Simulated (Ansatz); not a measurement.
# C₂H₆BN: how energies converge with the basis set

The task here is to estimate one member of a computed series from the others.

The runs use Ansatz 0.2.0, Gaussian basis; one geometry, several basis sets.

The runs, in order: PBE0-D4/def2-SVP; ωB97M-V/def2-SVP; PBE0-D4/def2-QZVPP; ωB97M-V/def2-QZVPP; the functionals' def2-TZVPP values are taken from earlier runs.

### The geometry

The geometry comes from an earlier relaxation with PBE0-D4 in a triple-zeta def2 set; it is a stationary point, not always the lowest conformer.

SMILES `C=NBC`, 10 atoms, charge 0, spin multiplicity 1.

Atoms are counted from 1 here; the program's logs count them from 0.

Bond lengths: C1–N2 1.240 Å, C1–H5 1.095 Å, C1–H6 1.095 Å, N2–B3 1.359 Å, B3–C4 1.573 Å, B3–H7 1.202 Å, C4–H8 1.095 Å, C4–H9 1.091 Å, C4–H10 1.095 Å. Angles: N2–C1–H5 121.6°, N2–C1–H6 121.6°, H5–C1–H6 116.8°, C1–N2–B3 180.0°, N2–B3–C4 122.2°, N2–B3–H7 116.1°, C4–B3–H7 121.8°, B3–C4–H8 109.9°, B3–C4–H9 113.8°, B3–C4–H10 110.0°, H8–C4–H9 108.4°, H8–C4–H10 105.9°, H9–C4–H10 108.4°.

Coordinates:

```
C    -1.2121    0.9150   -1.4298
N    -0.3837    0.2142   -0.8294
B     0.5239   -0.5547   -0.1721
C     0.7415   -0.4492    1.3826
H    -0.9440    1.8923   -1.8444
H    -2.2464    0.5855   -1.5728
H     1.1536   -1.3231   -0.8482
H     0.5617   -1.4221    1.8516
H     0.1029    0.2910    1.8676
H     1.7857   -0.2000    1.5978
```

Set-up of the first run:

in.yaml

```yaml
crystal:
  periodic: [false, false, false]
  atoms:
    - {symbol: C, position_ang: [-1.212075, 0.914999, -1.429798]}
    - {symbol: N, position_ang: [-0.383705, 0.214184, -0.829355]}
    - {symbol: B, position_ang: [0.523891, -0.554664, -0.172123]}
    - {symbol: C, position_ang: [0.741498, -0.449234, 1.382644]}
    - {symbol: H, position_ang: [-0.944003, 1.892269, -1.844364]}
    - {symbol: H, position_ang: [-2.246366, 0.585480, -1.572846]}
    - {symbol: H, position_ang: [1.153598, -1.323090, -0.848227]}
    - {symbol: H, position_ang: [0.561687, -1.422132, 1.851632]}
    - {symbol: H, position_ang: [0.102866, 0.291011, 1.867578]}
    - {symbol: H, position_ang: [1.785710, -0.200024, 1.597759]}
basis:
  gaussian: {orbitals: def2-SVP}
hamiltonian: {xc: pbe0, dispersion: d4}
output: {orbitals: {seedname: orbitals}}
```

The run is started by

```sh
> ansatz run in.yaml --threads 2 --pin off --events-out ev --progress --plain --max-ram 4352MiB
```

Steps of the session up to this table: PBE0-D4 in def2-SVP; ωB97M-V in def2-SVP; PBE0-D4 in def2-QZVPP; ωB97M-V in def2-QZVPP.

One of the session's tables, all rows but one given; the rest of the session is left out.

```
functional       basis  HOMO (eV)
   PBE0-D4    def2-SVP      -7.54
   PBE0-D4  def2-TZVPP          ?
   PBE0-D4  def2-QZVPP      -7.59
   ωB97M-V    def2-SVP      -9.85
   ωB97M-V  def2-TZVPP      -9.90
   ωB97M-V  def2-QZVPP      -9.91
```

Estimate the missing values for PBE0-D4, def2-TZVPP.

**Answer.** HOMO (eV): -7.58. In the column «HOMO (eV)» it lies between PBE0-D4, def2-QZVPP (-7.59) and PBE0-D4, def2-SVP (-7.54).
